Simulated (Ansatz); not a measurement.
**C2H7AlSe: basis-set convergence**

Aim: see how fast density functionals converge with the basis set for C2H7AlSe.

The runs use Ansatz 0.2.0, Gaussian basis; one geometry, several basis sets.

Levels to be run: PBE0-D4/def2-SVP; ωB97M-V/def2-SVP; PBE0-D4/def2-QZVPP; ωB97M-V/def2-QZVPP; the functionals' def2-TZVPP values are taken from earlier runs.

## Step 1: Structure used throughout

The geometry comes from an earlier relaxation with PBE0-D4 in a triple-zeta def2 set; it is a stationary point, not always the lowest conformer.

SMILES `[CH3][AlH][Se]C`, 11 atoms, charge 0, spin multiplicity 1.

Atoms are counted from 1 here; the program's logs count them from 0.

Bond lengths: C1–Al2 1.950 Å, C1–H5 1.096 Å, C1–H6 1.093 Å, C1–H7 1.093 Å, Al2–Se3 2.311 Å, Al2–H8 1.585 Å, Se3–C4 1.964 Å, C4–H9 1.087 Å, C4–H10 1.088 Å, C4–H11 1.087 Å. Angles: Al2–C1–H5 110.2°, Al2–C1–H6 112.7°, Al2–C1–H7 111.2°, H5–C1–H6 107.2°, H5–C1–H7 107.0°, H6–C1–H7 108.3°, C1–Al2–Se3 120.9°, C1–Al2–H8 124.2°, Se3–Al2–H8 115.0°, Al2–Se3–C4 100.3°, Se3–C4–H9 110.7°, Se3–C4–H10 106.6°, Se3–C4–H11 110.1°, H9–C4–H10 109.4°, H9–C4–H11 110.4°, H10–C4–H11 109.5°.

## Step 2: PBE0-D4 in def2-SVP

Input file in.yaml:

```yaml
crystal:
  periodic: [false, false, false]
  atoms:
    - {symbol: C, position_ang: [-1.556025, 0.644428, 0.433020]}
    - {symbol: Al, position_ang: [-0.210183, -0.268833, 1.509112]}
    - {symbol: Se, position_ang: [1.776346, -0.982312, 0.567226]}
    - {symbol: C, position_ang: [1.498372, -0.428355, -1.296747]}
    - {symbol: H, position_ang: [-1.382348, 1.726159, 0.447866]}
    - {symbol: H, position_ang: [-1.544738, 0.329527, -0.613198]}
    - {symbol: H, position_ang: [-2.560747, 0.476779, 0.830629]}
    - {symbol: H, position_ang: [-0.356150, -0.555193, 3.060900]}
    - {symbol: H, position_ang: [1.167772, 0.606136, -1.345579]}
    - {symbol: H, position_ang: [2.460533, -0.524801, -1.795946]}
    - {symbol: H, position_ang: [0.772670, -1.080634, -1.776783]}
basis:
  gaussian: {orbitals: def2-SVP}
hamiltonian: {xc: pbe0, dispersion: d4}
output: {orbitals: {seedname: orbitals}}
```

Launch:

```
> ansatz run in.yaml --threads 4 --pin off --events-out ev --progress --plain --max-ram 10444MiB
```

The runs that follow: ωB97M-V in def2-SVP; PBE0-D4 in def2-QZVPP; ωB97M-V in def2-QZVPP.

Q: Predict the results of all the runs planned. Wanted: PBE0-D4: double and triple zeta above quadruple; ωB97M-V: double and triple zeta above quadruple.

As calculated:

| quantity | value |
| --- | --- |
| PBE0-D4: double and triple zeta above quadruple | 14.48, 1.71 eV |
| ωB97M-V: double and triple zeta above quadruple | 14.58, 1.66 eV |

What this shows: PBE0-D4 gains 12.77 eV from double to triple zeta, then 1.71 eV more. Total energies overstate the basis error of differences, where much of it tends to cancel.
